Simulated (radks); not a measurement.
**Polarisabilities and dispersion coefficients of Kr, Rb⁺, Sr²⁺ and others**

Aim: static dipole polarisabilities and C6 coefficients, each species in its NIST ground configuration. After each ground state the linear response is solved; its values go to the run's result record, not to the log. Response by self-consistent Sternheimer equations with the Hartree and adiabatic LDA kernel.

Program: radks (a radial shooting solver on a logarithmic mesh, Libxc functionals) version 1. Level of theory: non-relativistic Kohn-Sham, LDA (Slater exchange, VWN5 correlation), spin-polarised, spherical densities, point nucleus. These are calculated values, not measurements, unless marked.

### Step 1. What is computed

| Quantity | Value |
| --- | --- |
| species | Kr ([Kr]), Rb⁺ ([Kr]), Sr²⁺ ([Kr]), Zr⁴⁺ ([Kr]), Nb⁵⁺ ([Kr]), Mo⁶⁺ ([Kr]), Tc⁷⁺ ([Kr]), Ru⁸⁺ ([Kr]) |

### Step 2. Kr, [Kr]

Settings of this run:

```text
Z 36
configuration [Kr]
relativity non-relativistic
functional lda,vwn5
spin polarised
nucleus point
response adiabatic LDA kernel
```

### Step 3. Rb⁺, [Kr]

Changes since step 2:

```diff
@@ -1,2 +1,2 @@
-Z 36
+Z 37
 configuration [Kr]
```

### Step 4. Sr²⁺, [Kr]

Changes since step 3:

```diff
@@ -1,2 +1,2 @@
-Z 37
+Z 38
 configuration [Kr]
```

### Step 5. Zr⁴⁺, [Kr]

Changes since step 4:

```diff
@@ -1,2 +1,2 @@
-Z 38
+Z 40
 configuration [Kr]
```

### Step 6. Nb⁵⁺, [Kr]

Changes since step 5:

```diff
@@ -1,2 +1,2 @@
-Z 40
+Z 41
 configuration [Kr]
```

### Step 7. Mo⁶⁺, [Kr]

Changes since step 6:

```diff
@@ -1,2 +1,2 @@
-Z 41
+Z 42
 configuration [Kr]
```

### Step 8. Tc⁷⁺, [Kr]

Changes since step 7:

```diff
@@ -1,2 +1,2 @@
-Z 42
+Z 43
 configuration [Kr]
```

### Step 9. Ru⁸⁺, [Kr]

Changes since step 8:

```diff
@@ -1,2 +1,2 @@
-Z 43
+Z 44
 configuration [Kr]
```

**Question.** What will these runs give? Wanted: for each run, species; −ε(HOMO); α; α uncoupled; C6; C8; recommended α.

**Answer**, as computed:

| species | −ε(HOMO) (eV) | α (bohr³) | α uncoupled (bohr³) | C6 (hartree bohr⁶) | C8 (hartree bohr⁸) | recommended α (bohr³) |
| --- | --- | --- | --- | --- | --- | --- |
| Kr | 9.424 | 18.03 | 27.76 | 140.7 | 4607 | 16.78 |
| Rb⁺ | 21.792 | 9.511 | 14.98 | 57.99 | 1314 | - |
| Sr²⁺ | 36.593 | 5.996 | 9.539 | 29.91 | 520.4 | - |
| Zr⁴⁺ | 72.665 | 3.044 | 4.878 | 10.99 | 129.1 | - |
| Nb⁵⁺ | 93.721 | 2.326 | 3.730 | 7.327 | 73.43 | - |
| Mo⁶⁺ | 116.70 | 1.831 | 2.936 | 5.093 | 44.24 | - |
| Tc⁷⁺ | 141.57 | 1.475 | 2.363 | 3.657 | 27.89 | - |
| Ru⁸⁺ | 168.29 | 1.210 | 1.937 | 2.696 | 18.24 | - |

Uncoupled leaves out the potential induced by the response; C6 and C8 are for like pairs. Kr is the most polarisable and Ru⁸⁺ the least, a factor 14.9 apart. For the pair Kr–Ru⁸⁺ the Casimir-Polder integral gives C6 = 15.94, the rule 2·Ca·Cb/(Ca·αb/αa + Cb·αa/αb) on the like-pair values 15.29. Against the recommended values (Schwerdtfeger and Nagle, 2023 table) the misses are Kr +7 %. C8 is given only where no p, d or f shell is open.
